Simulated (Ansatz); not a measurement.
**PbCl4 in a box, plane waves**

Ansatz 0.2.0, DFT PBE, spin-orbit coupling, plane waves, PAW, molecule in a box. The geometry was relaxed with Gaussian bases (PBE; Pb def2-SVP with ECP60, Cl def2-SVP).

```yaml
crystal:
  lattice:
    - [12.98, 0.0, 0.0]
    - [0.0, 11.89, 0.0]
    - [0.0, 0.0, 12.98]
  atoms:
    - { symbol: Pb, position: [0.49775424, 0.49846005, 0.50001618] }
    - { symbol: Cl, position: [0.49546841, 0.3784693, 0.65334592] }
    - { symbol: Cl, position: [0.49546841, 0.3784693, 0.34668721] }
    - { symbol: Cl, position: [0.65338752, 0.61486627, 0.50001618] }
    - { symbol: Cl, position: [0.34668721, 0.62182843, 0.50001618] }
basis:
  ecutwfc: 420
  ecutrho_ratio: 4
kpoints:
  mp_grid: { grid: [1, 1, 1] }
hamiltonian:
  xc: pbe
scf:
  occupations: { method: gaussian, width: 0.01 }
output:
  forces: true
  eigenvalues: true
  populations: true
  write_density: true
  write_potential: true
  elf: true
  volumetric_format: npy
magnetization:
  noncollinear: true
  spin_orbit: true
```

Command:
```sh
ansatz run input.yaml --threads 2 --pin off --max-ram 5120MiB --backend cpu --events-out ev --progress --plain --runs-dir out
```
It took 23 s on 2 threads of Arm Neoverse V1, with other jobs on the host, peak memory 2.4 GiB.

How does the SCF go?


```
SCF iter   1: F=—  HF=-16267.090620 eV  |F-HF|=—  |Δ(HF+E_count)|=         —  Δρ=9.71e-3
preconditioner: auto → Resta (q_TF=auto, 1.433 Å⁻¹)  ε∞=1.2  [insulator: Δε(μ)=3.052 eV  Ē_g=11.702 eV  σ=0.010 eV  W_gap=1.00  n_
spin=Noncollinear: Resta preconditioning applied to the charge; magnetization (m_x, m_y, m_z) channels mix plain (no charge-respon
SCF iter   2: F=—  HF=-16266.135623 eV  |F-HF|=—  |Δ(HF+E_count)|=   9.55e-1  Δρ=5.71e-3
SCF iter   3: F=—  HF=-16265.998455 eV  |F-HF|=—  |Δ(HF+E_count)|=   1.37e-1  Δρ=2.62e-3
...
SCF iter   5: F=—  HF=-16265.989515 eV  |F-HF|=—  |Δ(HF+E_count)|=   5.71e-4  Δρ=1.13e-4
SCF iter   6: F=—  HF=-16265.989578 eV  |F-HF|=—  |Δ(HF+E_count)|=   6.30e-5  Δρ=1.82e-5
SCF iter   7: F=—  HF=-16265.989556 eV  |F-HF|=—  |Δ(HF+E_count)|=   2.21e-5  Δρ=7.83e-6
SCF iter   8: F=—  HF=-16265.989556 eV  |F-HF|=—  |Δ(HF+E_count)|=   3.86e-7  Δρ=2.33e-6
SCF iter   9: F=-16265.989556 eV  HF=-16265.989556 eV  |F-HF|=2.75e-9  |Δ(HF+E_count)|=   2.26e-8  Δρ=5.44e-7
```

Which levels lie next to the highest filled one (eV, counted from it)?

Filled: -0.17, -0.17, -0.17, -0.17, -0.07, -0.07, 0.00, 0.00, 0.00, 0.00. Empty: 2.27, 2.27, 5.80, 5.80, 7.04, 7.04, 7.07, 7.07.

What forces are left at this geometry, relaxed with Gaussian bases (eV/Å)?


```
Pb   0.00  0.00  0.00
Cl   0.01  0.24 -0.32
Cl   0.01  0.24  0.32
Cl  -0.33 -0.23  0.00
Cl   0.32 -0.25  0.00
```
